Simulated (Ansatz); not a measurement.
# Mg5NiS6: the cost of one run

Computed with Ansatz 0.2.0 (DFT r2SCAN, scalar-relativistic, plane waves, PAW).

2 further runs of the same task are left out: 1 that didn't finish, 1 set aside as unsound or not needed. Runs told in other sessions of the task aren't counted.

### 1 Starting point

The structure is trigonal, space group P-3m1 (No. 164). Conventional cell: a = 3.663 Å, b = 3.663 Å, c = 17.795 Å, α = 90.00°, β = 90.00°, γ = 120.00°. Around Mg (site symmetry 3m) lie 6 S at 2.60 to 2.62 Å. Around Mg (site symmetry 3m) lie 6 S at 2.60 Å. Around Mg (site symmetry -3m) lie 6 S at 2.60 Å. Ni (site symmetry -3m) has 6 S at 2.48 Å in its first shell of neighbours. S (site symmetry 3m) has 3 Ni at 2.48 Å and 3 Mg at 2.62 Å in its first shell of neighbours. Around S (site symmetry 3m) lie 6 Mg at 2.60 Å.

As a file:

```cif
data_structure
_symmetry_space_group_name_H-M 'P-3m1'
_symmetry_Int_Tables_number 164
_cell_length_a 3.6633
_cell_length_b 3.6633
_cell_length_c 17.7951
_cell_angle_alpha 90.000
_cell_angle_beta 90.000
_cell_angle_gamma 120.000
_cell_volume 206.81
loop_
_atom_site_label
_atom_site_type_symbol
_atom_site_symmetry_multiplicity
_atom_site_Wyckoff_symbol
_atom_site_fract_x
_atom_site_fract_y
_atom_site_fract_z
_atom_site_occupancy
Mg1 Mg 2 d 0.33333 0.66667 0.84088 1
Mg2 Mg 2 d 0.66667 0.33333 0.67051 1
Mg3 Mg 1 b 0.00000 0.00000 0.50000 1
Ni1 Ni 1 a 0.00000 0.00000 0.00000 1
S1 S 2 d 0.66667 0.33333 0.92743 1
S2 S 2 c 0.00000 0.00000 0.75570 1
S3 S 2 d 0.33333 0.66667 0.58523 1
```

The cell was relaxed beforehand at this level, from a generated guess; it is a trial structure. At a tolerance of 0.02 Å it has space group P-3m1 (No. 164); it has 17.23 Å³/atom, an uncorrected energy of -1.19 eV/atom over the elements and, on its mesh, gap 0.32 eV.

### 2 The same geometry with r2SCAN

Input file input.yaml:

```yaml
crystal:
  lattice:
    - [3.6633159667, 0.0, 0.0]
    - [-1.8316579833, 3.1725246892, 0.0]
    - [0.0, 0.0, 17.7951148588]
  atoms:
    - { symbol: Mg, position: [0.3333333333, 0.6666666667, 0.8408825193] }
    - { symbol: Mg, position: [0.6666666667, 0.3333333333, 0.6705094996] }
    - { symbol: Mg, position: [0.0, 0.0, 0.5] }
    - { symbol: Mg, position: [0.3333333333, 0.6666666667, 0.3294905004] }
    - { symbol: Mg, position: [0.6666666667, 0.3333333333, 0.1591174807] }
    - { symbol: Ni, position: [0.0, 0.0, 0.0], spin: 2.0 }
    - { symbol: S, position: [0.6666666667, 0.3333333333, 0.9274251657] }
    - { symbol: S, position: [0.3333333333, 0.6666666667, 0.0725748343] }
    - { symbol: S, position: [0.0, 0.0, 0.7557015487] }
    - { symbol: S, position: [0.3333333333, 0.6666666667, 0.5852336857] }
    - { symbol: S, position: [0.6666666667, 0.3333333333, 0.4147663143] }
    - { symbol: S, position: [0.0, 0.0, 0.2442984513] }
basis:
  ecutwfc: 500
kpoints:
  mp_grid: { grid: [12, 12, 2] }
  band_path:
    path:
      - [[0.0, 0.0, 0.0], [0.5, 0.0, 0.0], [0.33333333, 0.33333333, 0.0], [0.0, 0.0, 0.0], [0.0, 0.0, 0.5], [0.5, 0.0, 0.5], [0.33333333, 0.33333333, 0.5], [0.0, 0.0, 0.5]]
      - [[0.5, 0.0, 0.5], [0.5, 0.0, 0.0]]
      - [[0.33333333, 0.33333333, 0.5], [0.33333333, 0.33333333, 0.0]]
    npoints: 10
hamiltonian:
  xc: r2scan
scf:
  occupations: { method: gaussian, width: 0.02 }
  n_extra_bands: 30
output:
  forces: true
  stress: true
  eigenvalues: true
  populations: true
  dos: { projected: true, de: 0.02, nscf_kmesh: { grid: [18, 18, 3] } }
  bader: false
  write_density: true
  write_potential: true
  elf: true
  volumetric_format: npy
magnetization:
  spin_polarized: true
```

Run with:

```sh
ansatz run input.yaml --threads 4 --pin off --max-ram 8192MiB --backend cpu --events-out ev --progress --plain --runs-dir out
```

**Question.** How long does this run take on 4 threads of Intel Xeon at 2.50GHz (Skylake/Cascade Lake), shared host, and how much memory does it need?

About 4.6 min, with a peak of 2.4 GiB.
